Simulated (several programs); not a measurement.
## Many methods on one cell: Ca2TeSe (ordering on rocksalt)

An ordered 4-atom cell of Ca2TeSe on the rocksalt lattice (R-3m), relaxed with r2SCAN in Ansatz, was computed with several methods. It is trigonal, R-3m (No. 166); conventional cell a = 4.349 Å, c = 21.387 Å, 29.20 Å³ an atom. Se has 6 Ca at 3.01 Å; Te has 6 Ca at 3.15 Å; Ca has 3 Se at 3.01 Å and 3 Te at 3.15 Å. All values are calculated for a non-magnetic cell, which may be hypothetical.

```cif
data_structure
_symmetry_space_group_name_H-M 'R-3m:H'
_symmetry_Int_Tables_number 166
_cell_length_a 4.3492
_cell_length_b 4.3492
_cell_length_c 21.3870
_cell_angle_alpha 90.000
_cell_angle_beta 90.000
_cell_angle_gamma 120.000
_cell_volume 350.35
loop_
_atom_site_label
_atom_site_type_symbol
_atom_site_symmetry_multiplicity
_atom_site_Wyckoff_symbol
_atom_site_fract_x
_atom_site_fract_y
_atom_site_fract_z
_atom_site_occupancy
Se1 Se 3 a 0.00000 0.00000 0.00000 1
Te1 Te 3 b 0.33333 0.66667 0.16667 1
Ca1 Ca 6 c 0.00000 0.00000 0.25538 1
```

Gaps and times are for a single point on this cell; volume and bulk modulus come from each method's own relaxation or energy curve at fixed shape, which is too stiff where a cell has free coordinates or axes. Times are rough, from shared hosts (Arm Neoverse N1; Arm Neoverse V1), and each method has its own mesh and cell size. A dagger marks a closed or tiny gap in a crystal that DFT finds insulating: a failure of the method or a wrong SCF state. A double dagger marks a value from a curve with shape and coordinates held. PM6 (MOPAC), PM7 (MOPAC), GFN1-xTB (tblite), GFN2-xTB (tblite) treat a cluster of cells at its zone centre, which samples few k points: where these miss a band edge, the gap comes out too large for that reason alone. Gaps from k meshes are read at a limited set of points (mesh, symmetry points, PBE's band edges), so each method's own least gap may be somewhat smaller. xTB and the PM methods were fitted mostly to molecules, and can miss a solid's gap by electronvolts. Minimal bases can be far off for gaps. Times of the plane-wave ladder aren't listed, since it ran on unlike processors and cards. G0W0 is at finite bands, cutoff and mesh. d marks a direct gap, i an indirect one (no mark: not told apart), a dash a value that wasn't computed or didn't pass its checks.

| method | kind | gap (eV) | own volume (Å³/atom) | bulk modulus (GPa) | atoms computed | processor time |
| --- | --- | --- | --- | --- | --- | --- |
| light PBE (260 eV and a coarse mesh) | light plane-wave | 1.56 i | – | – | 4 | 4 s |
| PM7 (MOPAC) | semi-empirical | 4.68 | – | – | cluster | 6.6 s |
| PM6 (MOPAC) | semi-empirical | 3.84 | – | – | cluster | 11 s |
| GFN1-xTB (tblite) | tight binding | 0.00† | – | – | cluster | 22 s |
| PBE | semilocal | 1.55 i | 29.45 | 42‡ | 4 | – |
| GFN2-xTB (tblite) | tight binding | 1.57 | – | – | cluster | 38 s |
| PBE/SZV (CP2K) | small basis | 1.82 d | – | – | 4 | 49 s |
| PBE/single zeta (GPAW) | small basis | 2.03 i | – | – | 4 | 52 s |
| r2SCAN | semilocal | 1.96 i | 29.20 | 45‡ | 4 | – |
| PBE/DZVP (CP2K) | small basis | 1.56 i | 29.75‡ | 42‡ | 4 | 85 s |
| G0W0@PBE (140 eV screening cutoff) | many-body | 3.01 | – | – | 4 | – |

Against r2SCAN (1.96 eV) and with closed or daggered gaps left aside, the nearest gap at the points sampled is that of PBE/single zeta (GPAW) (+0.07 eV) and the farthest that of PM7 (MOPAC) (+2.72 eV). r2SCAN is only a yardstick of convenience: semilocal gaps usually lie below measured ones, which GLLB-SC and hybrids aim to mend.

Volumes against r2SCAN's: PBE +0.9 %.

Runs without a result: GLLB-SC (GPAW) (single point, out of time).

No spin-orbit coupling is included; it can move band edges with weight on the heavy atoms by tenths of an eV.
